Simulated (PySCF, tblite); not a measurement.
**C₅H₇NSSi: geometry, infrared bands and NMR shifts**

Aim: predict the infrared bands and NMR shifts of C₅H₇NSSi (`CSC1=CC[Si@H]1C#N`).

Computed with tblite 0.8.0 and PySCF 2.14.0, with density-fitted response routines of our own, on a single molecule in the gas phase. Atoms are numbered from 0 throughout.

## 1. Starting geometry

15 atoms, charge 0, multiplicity 1; geometry from: force field or distance geometry start.

Bonds of the start (Å): C0–S1 1.83, S1–C2 1.82, C2–C3 1.31, C3–C4 1.47, C4–Si5 1.83, Si5–C6 1.81, C6–N7 1.15, Si5–C2 1.80, C0–H8 1.12, C0–H9 1.11, C0–H10 1.09, C3–H11 1.12, C4–H12 1.11, C4–H13 1.12, Si5–H14 1.46.

## 2. Optimising the geometry with GFN2-xTB

The job: settings as JSON, then the geometry in Å.

```
{"job": {"kind": "relax", "xc": "GFN2-xTB", "basis": "xTB"}, "charge": 0, "multiplicity": 1}
C     -1.832800     0.368400     1.848300
S     -1.477200    -1.252500     1.074100
C     -0.024800    -0.909600     0.031800
C      0.694500    -1.646500    -0.781700
C      1.688500    -0.695500    -1.288800
Si     0.888900     0.605200    -0.284900
C     -0.066900     1.793900    -1.268200
N     -0.679200     2.553300    -1.885100
H     -2.664000     0.242200     2.590500
H     -2.161300     1.096900     1.075200
H     -0.974000     0.789000     2.364900
H      0.586900    -2.741700    -0.999400
H      1.619600    -0.492400    -2.376300
H      2.734400    -0.884600    -0.937200
H      1.662800     1.181800     0.814900
```

Launch:

```
OMP_NUM_THREADS=1 python probes_run.py task.json out
```

The driver reads the jobs from task.json and runs them one after another.

**Question.** This job is followed by: GFN2-xTB harmonic vibrations, gas phase; GIAO PBE0/pcSseg-1 NMR shielding, non-relativistic, gas phase. What will the session give for the following? strongest single infrared mode (GFN2-xTB); zero-point energy (GFN2-xTB); ¹³C shifts against TMS (PBE0/pcSseg-1); ¹H shifts against TMS (PBE0/pcSseg-1, means over atoms taken as alike); ³³S shifts against CS2 (PBE0/pcSseg-1); ²⁹Si shifts against TMS (PBE0/pcSseg-1); ¹⁵N shifts against NH3 (PBE0/pcSseg-1).

**Answer**, as computed:

| quantity | value |
| --- | --- |
| strongest single infrared mode (GFN2-xTB) | 2285 cm⁻¹, 290 km/mol |
| zero-point energy (GFN2-xTB) | 64.5 kcal/mol |
| ¹³C shifts against TMS (PBE0/pcSseg-1) | 155.2, 147.9, 124.3, 23.0, 22.6 ppm |
| ¹H shifts against TMS (PBE0/pcSseg-1, means over atoms taken as alike) | 6.73, 5.30, 2.31, 2.21, 2.11 ppm |
| ³³S shifts against CS2 (PBE0/pcSseg-1) | 30 ppm |
| ²⁹Si shifts against TMS (PBE0/pcSseg-1) | -49.8 ppm |
| ¹⁵N shifts against NH3 (PBE0/pcSseg-1) | 369.1 ppm |

In words: Relaxing lowered the energy by 0.615 eV in 84 steps; the close pair that moved most is C2–Si5, from 1.797 to 1.900 Å. No mode is imaginary among the 39: a minimum at this level. The strongest single mode, at 2285 cm⁻¹, moves mainly H14. Unscaled tight-binding wavenumbers are off by several per cent, some by more. Its intensities can rank the bands wrongly. The most deshielded hydrogen is H11 (hydrogen on an alkene CH), at 6.73 ppm: olefinic region. At PBE0/pcSseg-1: The widest tensor belongs to N7: span 585 ppm, with a paramagnetic part of -439 ppm.
